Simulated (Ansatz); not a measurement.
# BaOs: the cost of one run

Program: Ansatz 0.2.0. Level of theory: DFT PBE, scalar-relativistic, plane waves, PAW. These are calculated values, not measurements.

**1. The structure to begin with**

It takes space group P-6m2 (No. 187, hexagonal). Conventional cell: a = 3.533 Å, b = 3.533 Å, c = 5.077 Å, α = 90.00°, β = 90.00°, γ = 120.00°. Ba (site symmetry -6m2) is surrounded by 6 Os at 3.26 Å and 6 Ba at 3.53 Å. Os (site symmetry -6m2) has 6 Ba at 3.26 Å and 6 Os at 3.53 Å as nearest neighbours.

Coordinates:

```
Ba Os
1.0
     3.53286    0.00000    0.00000
    -1.76643    3.05955    0.00000
     0.00000    0.00000    5.07696
Ba Os
1 1
Direct
  0.33333 0.66667 0.50000
  0.00000 0.00000 0.00000
```

A structure generator made this guess: close-packed layers stacked AB|A (P-6m2, No. 187). Its size is a rough estimate.

**2. The guess as it stands, on a coarse mesh**

input.yaml

```yaml
crystal:
  lattice:
    - [3.53286149, 0.0, 0.0]
    - [-1.76643074, 3.0595478, 0.0]
    - [0.0, 0.0, 5.0769586]
  atoms:
    - { symbol: Ba, position: [0.33333333, 0.66666667, 0.5] }
    - { symbol: Os, position: [0.0, 0.0, 0.0] }
basis:
  ecutwfc: 420
kpoints:
  mp_grid: { grid: [6, 6, 4] }
hamiltonian:
  xc: pbe
scf:
  occupations: { method: gaussian, width: 0.1 }
  lower_state_search: "off"
output:
  forces: true
  stress: true
  eigenvalues: true
```

Run with:

```bash
$ ansatz run input.yaml --threads 1 --pin off --max-ram 2048MiB --backend cpu --events-out ev --progress --plain --runs-dir out
```

What time and memory should one allow on 1 thread of Intel Xeon Platinum 8259CL at 2.50GHz (Skylake/Cascade Lake), shared host?

About 2.1 s, with a peak of 0.45 GiB.
